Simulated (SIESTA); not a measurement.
TiAlF5, 7 atoms in the cell. The typed cell holds 7 atoms: a = 5.312 Å, b = 5.312 Å, c = 5.312 Å, α = 140.07°, β = 106.63°, γ = 86.96°. The cell comes from a database or a generator and needn't be the stable form of this composition. The cell isn't the ideal one: atoms moved at random, drawn with an rms of 0.05 Å.

- Program: SIESTA 5.4.2
- Task: single point
- Functional: PBEsol
- Potentials or basis: PseudoDojo 0.4 standard (PBEsol files)
- Basis: DZP (energy shift 0.003 Ry; two zetas on semicore shells)
- Grid cutoff: 800 Ry
- Energy shift: 0.003 Ry
- k mesh: 8 × 8 × 8
- Occupations: fermi-dirac, width 0.05 eV
- Spin: no spin polarisation

Potentials or basis: PseudoDojo 0.4 standard (PBEsol files), DZP (energy shift 0.003 Ry; two zetas on semicore shells).

Launch:

```sh
$ siesta TiAlF5.fdf > TiAlF5.out 2>&1
```

Hardware: 1 thread of Intel(R) Xeon(R) 6975P-C (Granite Rapids) (shared host).

Q: How long does it take, and how much memory?

A: Run time: 3.2 min on 1 thread of Intel(R) Xeon(R) 6975P-C (Granite Rapids), on a shared host, peak memory 0.89 GiB. Counts: scf iterations 13, k points 296, bands 101.
